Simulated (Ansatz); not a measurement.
# Si2Mo (MoSi2 type): the cost of one run

Computed with Ansatz 0.2.0 (DFT PBE, with the methods named in each step, unless a step's input says otherwise).

## 1. Starting point

It takes space group I4/mmm (No. 139, tetragonal). The conventional cell has a = 3.100 Å, b = 3.100 Å, c = 7.596 Å, α = 90.00°, β = 90.00°, γ = 90.00°. Around Mo (site symmetry 4/mmm) lie 10 Si at 2.53 to 2.54 Å. Si (site symmetry 4mm) has 5 Si at 2.51 to 2.54 Å and 5 Mo at 2.53 to 2.54 Å in its first shell of neighbours.

Structure file:

```
Mo Si
1.0
    -1.55022    1.55022    3.79803
     1.55022   -1.55022    3.79803
     1.55022    1.55022   -3.79803
Mo Si
1 2
Direct
  0.00000 0.00000 0.00000
  0.33500 0.33500 0.00000
  0.66500 0.66500 0.00000
```

Atoms are numbered in the order of the input: Mo1, Si2, Si3.

## 2. Cell relaxed at zero pressure, PAW

The input, input.yaml:

```yaml
crystal:
  lattice:
    - [-1.5502181398, 1.5502181398, 3.7980344424]
    - [1.5502181398, -1.5502181398, 3.7980344424]
    - [1.5502181398, 1.5502181398, -3.7980344424]
  atoms:
    - { symbol: Mo, position: [0.0, 0.0, 0.0] }
    - { symbol: Si, position: [0.335, 0.335, 0.0] }
    - { symbol: Si, position: [-0.335, -0.335, 0.0] }
kpoints:
  mp_grid: { grid: [15, 15, 15] }
scf:
  occupations: { method: fermi_dirac, width: 0.05 }
hamiltonian:
  xc: pbe
  pseudopotentials: { kind: paw }
output:
  forces: true
  stress: true
relax:
  f_tol: 0.005
  max_steps: 40
  cell: {}
```

Run with:

```console
$ ansatz run input.yaml --threads 2 --pin off --max-ram 5120MiB --backend cpu --events-out ev --progress --plain --runs-dir out
```

What time and memory should one allow on 2 threads of Intel Xeon at 2.50GHz (Skylake/Cascade Lake), shared host?

About 50 s, with a peak of 0.47 GiB.
